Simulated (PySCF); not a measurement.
# C2H6OSi2: the cost of one run

Computed with PySCF 2.14.0, with density-fitted response routines of our own, on a single molecule in the gas phase. Atoms count from 0, in the outputs and in this text.

### Step 1. The starting structure

11 atoms, charge 0, multiplicity 1; geometry from: GFN2-xTB. The atoms were then displaced at random by about 0.01 Å, so the start is not that level's minimum.

Bonds of the start (Å): C0–C1 1.22, C1–Si2 1.87, Si2–Si3 2.27, Si3–O4 1.63, C0–H5 1.04, Si2–H6 1.47, Si2–H7 1.48, Si3–H8 1.48, Si3–H9 1.45, O4–H10 0.96.

### Step 2. Relaxing the molecule at PBE0-D3(BJ)/def2-SVP

The job: settings as JSON, then the geometry in Å.

```
{"job": {"xc": "PBE0", "basis": "def2-SVP", "d3": "d3bj", "grid": 1, "shake": 0.01, "kind": "geom"}, "charge": 0, "multiplicity": 1}
C      2.604650     0.108690     1.058340
C      1.700430    -0.305860     0.354320
Si     0.292240    -0.924080    -0.709760
Si    -1.478890     0.485130    -0.545580
O     -2.007990     0.652800     0.991700
H      3.360740     0.508080     1.654450
H      0.105840    -2.304590    -0.236880
H      0.869640    -0.991700    -2.071270
H     -2.740780    -0.033210    -1.119080
H     -1.229050     1.809330    -1.093860
H     -1.438720     0.969570     1.701970
```

The run is started by

```
OMP_NUM_THREADS=1 python probes_run.py task.json out
```

This one command runs all jobs of the session in turn.

**Question.** How long does this first job take on 1 thread of Arm Neoverse N1, shared host, and how much memory does it need?

About 86 s, with a peak of 0.45 GiB.
